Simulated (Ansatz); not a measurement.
Task: a band structure of TiO2, space group R-3m, with Ansatz 0.2.0 through its Python package. Give the script and its output. Use: PBEsol, PAW, cutoff 550 eV, 7×7×7 k-points, fixed occupations.

```cif
data_structure
_symmetry_space_group_name_H-M 'P 1'
_symmetry_Int_Tables_number 1
_cell_length_a 7.1924
_cell_length_b 7.1924
_cell_length_c 7.1924
_cell_angle_alpha 24.032
_cell_angle_beta 24.032
_cell_angle_gamma 24.032
_cell_volume 54.22
loop_
_atom_site_label
_atom_site_type_symbol
_atom_site_fract_x
_atom_site_fract_y
_atom_site_fract_z
_atom_site_occupancy
Ti1 Ti 0.00000 0.00000 0.00000 1
O1 O 0.62047 0.62047 0.62047 1
O2 O 0.37953 0.37953 0.37953 1
```

`tio2.py`:
```python
"""Bands of TiO2 along a path through the zone."""

import warnings

import ansatz
import numpy as np

warnings.simplefilter("ignore", ansatz.DeckWarning)

tio2 = (
    ansatz.Lattice.of((1.497331, 0.864485, 6.981544), (-1.497331, 0.864485, 6.981544), (0.0, -1.728969, 6.981544))
    .atom("Ti", (0.0, 0.0, 0.0))
    .atom("O", (0.620467, 0.620467, 0.620467))
    .atom("O", (0.379533, 0.379533, 0.379533))
)

# vertices of the path, as fractions of the reciprocal vectors
path = [
    ("H_0", (0.5, -0.17689, 0.17689)),
    ("L", (0.5, 0.0, 0.0)),
    ("G", (0.0, 0.0, 0.0)),
    ("S_0", (0.33844, -0.33844, 0.0)),
]
calculation = (
    tio2.calculation()
    .functional("pbesol")
    .basis(550)
    .kpoints(7, 7, 7, center="gamma")
    .occupations("Fixed")
    .band_structure([point for _, point in path], intervals=6)
    .scf(extra_bands=6)
    .density_of_states(energy_step=0.05, projected=True)
)
def show(event):
    row = event["data"]
    if event["event"] == "scf_iter" and row.get("harris_foulkes_ev") is not None:
        print(f"  iteration {row['iter']:3d}  Harris-Foulkes {row['harris_foulkes_ev']:.5f} eV  residual {row['dr2_ev']:.2e}")


result = calculation.session().plan().execute(on_event=show)
summary = result.report

energy = summary["free_energy_ev"]
print("TiO2: {:.6f} eV = {:.6f} Ry = {:.6f} Ha".format(energy, energy / 13.605693, energy / 27.211386))
print("Fermi level {:.4f} eV, {} k-points, {} symmetry operations".format(summary["fermi_energy_ev"], summary["n_kpoints"], summary["n_symmetry_ops"]))

# first and second moments of the projected d states
dos = result.density_of_states()
energy = np.asarray(dos.energies_ev) - dos.fermi_ev
window = (energy > -10) & (energy < 4)
for index, site in enumerate(result.projected_density_of_states().sites):
    for shell in site.shells:
        if shell.l == 2:
            g = sum(np.sum(part.g_bin_mean_per_ev, axis=0) for part in shell.curves)[window]
            if g.sum() > 1e-6:
                centre = (g * energy[window]).sum() / g.sum()
                width = np.sqrt((g * (energy[window] - centre) ** 2).sum() / g.sum())
                print(f"site {index} {site.species} {shell.label}: centre {centre:.3f} eV, rms width {width:.3f} eV")

bands = result.band_structure()
fermi = bands.fermi_energy_ev
print(f"zero of the bands: {fermi:.3f} eV, the Fermi level found on the SCF mesh")
levels = bands.channels[0].eigenvalues_ev - fermi
filled = round(summary["n_electrons"]) // 2
valence, conduction = levels[:, filled - 1], levels[:, filled]
print("k (fractions)              top valence  bottom conduction (eV)")
for k, lo, hi in zip(bands.kpoints_frac, valence, conduction):
    print(f"{k[0]:7.3f} {k[1]:7.3f} {k[2]:7.3f} {lo:12.3f} {hi:13.3f}")
print(f"on this path: least direct gap {np.min(conduction - valence):.3f} eV, least gap {conduction.min() - valence.max():.3f} eV")
```

`python tio2.py` gives:
```text
  iteration   1  Harris-Foulkes -3599.42022 eV  residual 9.83e-02
  iteration   2  Harris-Foulkes -3599.44070 eV  residual 2.18e-01
  iteration   3  Harris-Foulkes -3599.40250 eV  residual 5.46e-03
  iteration   4  Harris-Foulkes -3599.40153 eV  residual 8.32e-05
  iteration   5  Harris-Foulkes -3599.40153 eV  residual 1.04e-05
  iteration   6  Harris-Foulkes -3599.40154 eV  residual 4.32e-07
  iteration   7  Harris-Foulkes -3599.40154 eV  residual 7.82e-09
TiO2: -3599.401541 eV = -264.551136 Ry = -132.275568 Ha
Fermi level 1.3023 eV, 44 k-points, 12 symmetry operations
site 0 Ti 3D: centre 1.511 eV, rms width 2.975 eV
zero of the bands: 1.302 eV, the Fermi level found on the SCF mesh
k (fractions)              top valence  bottom conduction (eV)
  0.500  -0.177   0.177       -1.080         2.873
  0.500  -0.147   0.147       -1.046         2.881
  0.500  -0.118   0.118       -0.902         2.926
  0.500  -0.088   0.088       -0.784         2.967
  0.500  -0.059   0.059       -0.712         2.964
  0.500  -0.029   0.029       -0.678         2.925
  0.500   0.000  -0.000       -0.669         2.901
  0.417   0.000   0.000       -0.541         2.973
  0.333   0.000   0.000       -0.221         3.063
  0.250   0.000  -0.000       -0.047         3.042
  0.167   0.000  -0.000       -0.184         2.925
  0.083   0.000   0.000       -0.351         2.755
  0.000   0.000   0.000       -0.195         2.654
  0.056  -0.056   0.000       -0.334         2.807
  0.113  -0.113   0.000       -0.070         3.147
  0.169  -0.169   0.000       -0.033         3.354
  0.226  -0.226   0.000       -0.351         3.278
  0.282  -0.282   0.000       -0.810         2.978
  0.338  -0.338   0.000       -1.093         2.870
on this path: least direct gap 2.848 eV, least gap 2.686 eV
```

Caveats:
- Total energies depend on the potentials; only differences at equal settings carry meaning. A total without «per atom» is that of the cell as typed.
- Spin is left out of this run.
- Along an axis with an odd division the mesh misses the point at one half; a gap read on a finite mesh is an upper bound on this functional's gap.
- Semilocal gaps usually lie well under measured ones.
- The Fermi level of a run with fixed occupations marks the highest occupied state on its mesh, not mid-gap.
- An absolute Fermi energy rests on an arbitrary zero of the periodic potential and has no direct meaning.
- Projections exist only for the shells that the potentials hold, some of them semicore, and samples at single energies can miss narrow peaks.
- This cell is a computed structure, which may not be the phase found in nature.
- Levels are Kohn-Sham eigenvalues on this mesh.
- The computed bands are complete only to about 7.1 eV above the Fermi level; beyond that the density of states is undercounted.
- A band centre counts only the states inside the window taken.
- Finished in 3.7 s on 1 thread of Arm Neoverse V2, on a shared host, peak memory 0.41 GiB.

(Lines on the test bed's own set-up are left out of the output.)
